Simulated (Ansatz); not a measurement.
# C3H6Al: the cost of one run

All numbers are computed with the Python package of Ansatz 0.2.0. The levels of theory stand in the script.

### Step 1. The system

Bond lengths: C1–C2 1.280 Å, C2–Al3 1.951 Å, Al3–C4 1.970 Å, C1–H5 1.110 Å, C1–H6 1.091 Å, C2–H7 1.090 Å, C4–H8 1.084 Å, C4–H9 1.136 Å, C4–H10 1.172 Å. Angles: C1–C2–Al3 121.6°, C1–C2–H7 121.0°, Al3–C2–H7 117.5°, C2–C1–H5 122.4°, C2–C1–H6 123.4°, H5–C1–H6 113.7°, C2–Al3–C4 123.4°, Al3–C4–H8 113.9°, Al3–C4–H9 110.3°, Al3–C4–H10 108.6°, H8–C4–H9 109.7°, H8–C4–H10 110.6°, H9–C4–H10 103.2°.

The script holds or builds the structure itself.

### Step 2. The script

File c3h6al.py:

```python
"""One geometry of C3H6Al, method by method."""

import logging
import sys
import warnings

import ansatz

logging.basicConfig(stream=sys.stdout, format="%(levelname)s %(message)s")
logger = logging.getLogger("run")
logger.setLevel(logging.INFO)

GEOMETRY = """
C    -1.13600   -1.04940   -0.94790
C     0.12930   -1.12350   -1.12590
Al    1.37140   -0.02870   -0.09390
C     0.79550    1.28920    1.25270
H    -1.59720   -0.31060   -0.25960
H    -1.86090   -1.60060   -1.54890
H     0.55460   -1.82520   -1.84380
H     1.61450    1.81090    1.73420
H     0.08300    2.04200    0.78780
H     0.12890    0.74480    2.04840
"""

warnings.simplefilter("ignore", ansatz.DeckWarning)

geometry = ansatz.Crystal.molecule()
for line in GEOMETRY.strip().splitlines():
    symbol, *xyz = line.split()
    geometry = geometry.atom(symbol, [float(v) for v in xyz])

calculation = (
    geometry.calculation()
    .basis(gaussian="def2-SVP")
    .spin("collinear", total=1)
)

methods = ["mp2", "ccsd", "ccsd_t"]
reports = [calculation.correlation(m).run().report for m in methods]
logger.info(f"Hartree-Fock reference {reports[0]['reference_energy_ev'] / 27.211386246:.6f} Ha")
best = reports[-1]["free_energy_ev"] - reports[-1]["reference_energy_ev"]
for method, each in zip(methods, reports):
    gained = each["free_energy_ev"] - each["reference_energy_ev"]
    logger.info(f"{method:8s} total {each['free_energy_ev'] / 27.211386246:.6f} Ha  correlation {gained:9.4f} eV  ({100 * gained / best:.1f} % of the last)")
```

### Step 3. The calls as engine input

The package turns the script's settings into the engine's input (first run):

```yaml
crystal:
  periodic: [false, false, false]
  atoms:
    - { symbol: C, position_ang: [-1.136, -1.0494, -0.9479] }
    - { symbol: C, position_ang: [0.1293, -1.1235, -1.1259] }
    - { symbol: Al, position_ang: [1.3714, -0.0287, -0.0939] }
    - { symbol: C, position_ang: [0.7955, 1.2892, 1.2527] }
    - { symbol: H, position_ang: [-1.5972, -0.3106, -0.2596] }
    - { symbol: H, position_ang: [-1.8609, -1.6006, -1.5489] }
    - { symbol: H, position_ang: [0.5546, -1.8252, -1.8438] }
    - { symbol: H, position_ang: [1.6145, 1.8109, 1.7342] }
    - { symbol: H, position_ang: [0.083, 2.042, 0.7878] }
    - { symbol: H, position_ang: [0.1289, 0.7448, 2.0484] }
basis:
  gaussian:
    orbitals: def2-SVP
magnetization:
  spin_polarized: true
  initial_magnetization: 1.0
correlation:
  method: mp2
```

### Step 4. Running it

The run is started by

```bash
$ python c3h6al.py
```

Q: Estimate wall time and peak memory on 1 thread of Arm Neoverse V1, shared host.

About 78 s, with a peak of 0.65 GiB.
